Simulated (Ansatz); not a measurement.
# TaSi+ (triplet): wave-function methods side by side, def2-QZVPP

One table from this session's results is given with a row withheld; the runs are named, their logs left out.

The runs use Ansatz 0.2.0, Gaussian basis; def2-QZVPP, core rule «outside noble gas», up to 9 orbitals frozen.

The runs, in order: UHF; ROHF; CCSD(T) on UHF.

## The system

The geometry is a PBE0/def2-TZVP stationary point (not a proven minimum) of the parent state, kept for this charge and spin. No spin-orbit coupling is included. Elements past krypton take def2 core potentials.

2 atoms, charge 1, spin multiplicity 3.

Atoms are counted from 1 here; the program's logs count them from 0.

Bond lengths: Ta1–Si2 2.341 Å.

The first run:

in.yaml reads:

```yaml
crystal:
  periodic: [false, false, false]
  atoms:
    - {symbol: Ta, position_ang: [0.000000, 0.000000, 0.000000]}
    - {symbol: Si, position_ang: [0.000000, 0.000000, 2.341200]}
basis:
  gaussian: {orbitals: "def2-QZVPP.json"}
total_charge: 1
magnetization: {spin_polarized: true, initial_magnetization: 2}
hamiltonian: {xc: hf}
output: {orbitals: {seedname: orbitals}}
```

On the command line:

```bash
ansatz run in.yaml --threads 1 --pin off --events-out ev --progress --plain --max-ram 2816MiB --backend cpu
```

Among the steps run: UHF; ROHF; CCSD(T) on UHF.

One of the session's tables, all rows but one given; the rest of the session is left out.

```
  method  from UCCSD(T) (kcal/mol)
    ROHF                         ?
    UMP2                    +32.12
   UCCSD                    +10.55
UCCSD(T)                         0
```

Estimate the missing values for ROHF.

**Answer.** from UCCSD(T) (kcal/mol): +148.15. In the column «from UCCSD(T) (kcal/mol)» it is the highest.

Left out of the table: UHF (another determinant or state than the rows shown).

The program flags UCCSD(T) as in doubt (see the logs), so the zero of the table is itself unsure.

Caveats from the session: The determinant of HF (⟨S²⟩ 3.61) is far from a pure spin state, so its energy mixes those of several spin states; that is harmless only where they are near-degenerate. The determinant of CCSD(T) (⟨S²⟩ 3.17) is far from a pure spin state, so its energy mixes those of several spin states; high orders of coupled cluster remove much of that, low ones don't. The program flags UCCSD(T) as in doubt, so the zero of the table is itself unsure. Warnings: spin contamination; coupled cluster took another determinant than the lowest.
